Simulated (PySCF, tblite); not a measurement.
# C7H17B: geometry, infrared bands and NMR shifts

Wanted: the infrared bands and NMR shifts of C7H17B (`BC[C@@H](C)C(C)(C)C`), by calculation.

Computed with tblite 0.8.0 and PySCF 2.14.0, with density-fitted response routines of our own, on a single molecule in the gas phase. Atoms count from 0, in the outputs and in this text.

**1. Starting geometry**

25 atoms, charge 0, multiplicity 1; geometry from: force field or distance geometry start.

Bonds of the start (Å): B0–C1 1.60, C1–C2 1.50, C2–C3 1.54, C2–C4 1.51, C4–C5 1.51, C4–C6 1.54, C4–C7 1.49, B0–H8 1.20, B0–H9 1.19, C1–H10 1.13, C1–H11 1.09, C2–H12 1.12, C3–H13 1.08, C3–H14 1.13, C3–H15 1.07, C5–H16 1.12, C5–H17 1.13, C5–H18 1.10, C6–H19 1.10, C6–H20 1.13, C6–H21 1.09, C7–H22 1.13, C7–H23 1.14, C7–H24 1.09.

**2. Geometry optimisation with GFN2-xTB**

The job: settings as JSON, then the geometry in Å.

```
{"job": {"kind": "relax", "xc": "GFN2-xTB", "basis": "xTB"}, "charge": 0, "multiplicity": 1}
B      1.915000    -1.595900     0.264000
C      1.808200    -0.037600    -0.060700
C      0.555300     0.570600     0.490500
C      0.631500     2.051100     0.085400
C     -0.725400    -0.078700     0.031000
C     -0.826100    -1.541700     0.408800
C     -0.851900    -0.095600    -1.504600
C     -1.967300     0.587000     0.530400
H      2.278600    -1.906900     1.364000
H      2.300900    -2.314500    -0.598400
H      2.705300     0.403700     0.469500
H      1.974300     0.173600    -1.118000
H      0.629700     0.558100     1.605800
H     -0.019700     2.679100     0.683600
H      1.681200     2.358300     0.371000
H      0.553900     2.165500    -0.979700
H     -0.366300    -1.742800     1.410900
H     -1.927000    -1.740200     0.550600
H     -0.475200    -2.228800    -0.377000
H     -0.152900    -0.809400    -1.973000
H     -1.885200    -0.517700    -1.682200
H     -0.810900     0.928300    -1.862600
H     -2.412500    -0.021900     1.377100
H     -2.769100     0.541300    -0.282900
H     -1.855300     1.639400     0.805600
```

On the command line:

```sh
OMP_NUM_THREADS=1 python probes_run.py task.json out
```

The driver reads the jobs from task.json and runs them one after another.

**Question.** This job is followed by: GFN2-xTB harmonic vibrations, gas phase; GIAO PBE0/pcSseg-1 NMR shielding, non-relativistic, gas phase. What will the session give for the following? strongest single infrared mode (GFN2-xTB); zero-point energy (GFN2-xTB); 13C shifts against TMS (PBE0/pcSseg-1, means over atoms taken as alike); 1H shifts against TMS (PBE0/pcSseg-1, means over atoms taken as alike); 11B shifts against BF3·OEt2 (PBE0/pcSseg-1).

As calculated:

```
                                                               quantity                                   value
                              strongest single infrared mode (GFN2-xTB)                   2634 cm⁻¹, 152 km/mol
                                           zero-point energy (GFN2-xTB)                          141.2 kcal/mol
13C shifts against TMS (PBE0/pcSseg-1, means over atoms taken as alike)        52.5, 35.0, 34.0, 30.9, 21.5 ppm
 1H shifts against TMS (PBE0/pcSseg-1, means over atoms taken as alike)  6.98, 1.88, 1.70, 1.14, 0.88, 0.52 ppm
                            11B shifts against BF3·OEt2 (PBE0/pcSseg-1)                                68.2 ppm
```

Relaxing lowered the energy by 1.133 eV in 108 steps; the close pair that moved most is C7–H23, from 1.143 to 1.088 Å. All 69 modes are real, so the xTB geometry is a minimum. The strongest single mode, at 2634 cm⁻¹, moves mainly H8. Unscaled tight-binding wavenumbers are off by several per cent, some by more. Its intensities can rank the bands wrongly. At PBE0/pcSseg-1: The largest span, 173 ppm, is at B0, where the paramagnetic term is -159 ppm.
